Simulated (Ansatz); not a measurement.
# H10O12Si4: the cost of one run

Computed with Ansatz 0.2.0 (DFT B3LYP, Gaussian basis def2-tzvp, unless a step's input says otherwise).

## Step 1: The structure to begin with

Bond lengths (14 of 25 bonds, heavy atoms first): Si1–O3 1.630 Å, O3–Si4 1.630 Å, Si4–O5 1.631 Å, Si4–O7 1.631 Å, Si4–O9 1.631 Å, Si1–O11 1.630 Å, O11–Si12 1.630 Å, Si12–O13 1.631 Å, Si12–O15 1.631 Å, Si12–O17 1.631 Å, Si1–O19 1.630 Å, O19–Si20 1.630 Å, Si20–O21 1.631 Å, Si20–O23 1.631 Å. Angles (14 of 36 angles, heavy atoms first): O3–Si1–O11 109.5°, O3–Si1–O19 109.5°, O11–Si1–O19 109.5°, Si1–O3–Si4 143.1°, O3–Si4–O5 109.5°, O3–Si4–O7 109.5°, O3–Si4–O9 109.5°, O5–Si4–O7 109.4°, O5–Si4–O9 109.4°, O7–Si4–O9 109.5°, Si1–O11–Si12 143.1°, O11–Si12–O13 109.5°, O11–Si12–O15 109.5°, O11–Si12–O17 109.5°.

Structure file:

```xyz
26

Si    0.0000    0.0000    0.0000
H     0.8545    0.8545    0.8545
O     0.9411   -0.9411   -0.9411
Si    1.6940   -2.3855   -1.0024
O     0.6450   -3.5641   -0.5906
H    -0.2417   -3.2109   -0.6938
O     2.2407   -2.6506   -2.5156
H     2.8489   -3.3925   -2.4774
O     2.9498   -2.3894    0.0377
H     2.7530   -3.0289    0.7262
O    -0.9411    0.9411   -0.9411
Si   -1.0024    1.6940   -2.3855
O     0.2090    1.1526   -3.3335
H     0.4512    0.2776   -3.0215
O    -2.4332    1.3808   -3.1023
H    -2.6045    2.0890   -3.7274
O    -0.8438    3.3023   -2.1683
H     0.0788    3.5241   -2.3138
O    -0.9411   -0.9411    0.9411
Si   -2.3855   -1.0024    1.6940
O    -3.4376   -0.0148    0.9345
H    -2.9282    0.5707    0.3695
O    -2.9537   -2.5304    1.6581
H    -3.9125   -2.4826    1.6671
O    -2.2128   -0.5230    3.2429
H    -3.0202   -0.0701    3.4971
```

## Step 2: Relaxing the atoms: H10O12Si4

File input.yaml:

```yaml
relax:
  f_tol: 0.001
  max_steps: 200
crystal:
  periodic: [false, false, false]
  atoms:
    - { symbol: Si, position_ang: [0.0, 0.0, 0.0] }
    - { symbol: H, position_ang: [0.85448, 0.85448, 0.85448] }
    - { symbol: O, position_ang: [0.94108, -0.94108, -0.94108] }
    - { symbol: Si, position_ang: [1.69395, -2.3855, -1.0024] }
    - { symbol: O, position_ang: [0.64496, -3.5641, -0.59064] }
    - { symbol: H, position_ang: [-0.24174, -3.21092, -0.69378] }
    - { symbol: O, position_ang: [2.24071, -2.65064, -2.5156] }
    - { symbol: H, position_ang: [2.84885, -3.39247, -2.4774] }
    - { symbol: O, position_ang: [2.94982, -2.38942, 0.0377] }
    - { symbol: H, position_ang: [2.753, -3.02886, 0.72617] }
    - { symbol: O, position_ang: [-0.94108, 0.94108, -0.94108] }
    - { symbol: Si, position_ang: [-1.0024, 1.69395, -2.3855] }
    - { symbol: O, position_ang: [0.20896, 1.15261, -3.33345] }
    - { symbol: H, position_ang: [0.45121, 0.27762, -3.02149] }
    - { symbol: O, position_ang: [-2.43317, 1.38081, -3.10235] }
    - { symbol: H, position_ang: [-2.6045, 2.08905, -3.72736] }
    - { symbol: O, position_ang: [-0.84385, 3.30228, -2.16829] }
    - { symbol: H, position_ang: [0.07876, 3.52408, -2.31384] }
    - { symbol: O, position_ang: [-0.94108, -0.94108, 0.94108] }
    - { symbol: Si, position_ang: [-2.3855, -1.0024, 1.69395] }
    - { symbol: O, position_ang: [-3.43761, -0.01477, 0.93454] }
    - { symbol: H, position_ang: [-2.9282, 0.5707, 0.36945] }
    - { symbol: O, position_ang: [-2.95368, -2.53044, 1.6581] }
    - { symbol: H, position_ang: [-3.91245, -2.48264, 1.66707] }
    - { symbol: O, position_ang: [-2.21284, -0.523, 3.24295] }
    - { symbol: H, position_ang: [-3.02022, -0.07006, 3.49709] }
basis:
  gaussian: { orbitals: def2-tzvp }
hamiltonian:
  xc: { name: B3LYP }
```

The run is started by

```
ansatz run input.yaml --threads 12 --pin off --max-ram 12288MiB --backend cpu --events-out ev --progress --plain --runs-dir out
```

**Question.** How long does this run take on 12 threads of Arm Neoverse V2, shared host, and how much memory does it need?

About 8.4 min, with a peak of 3.1 GiB.
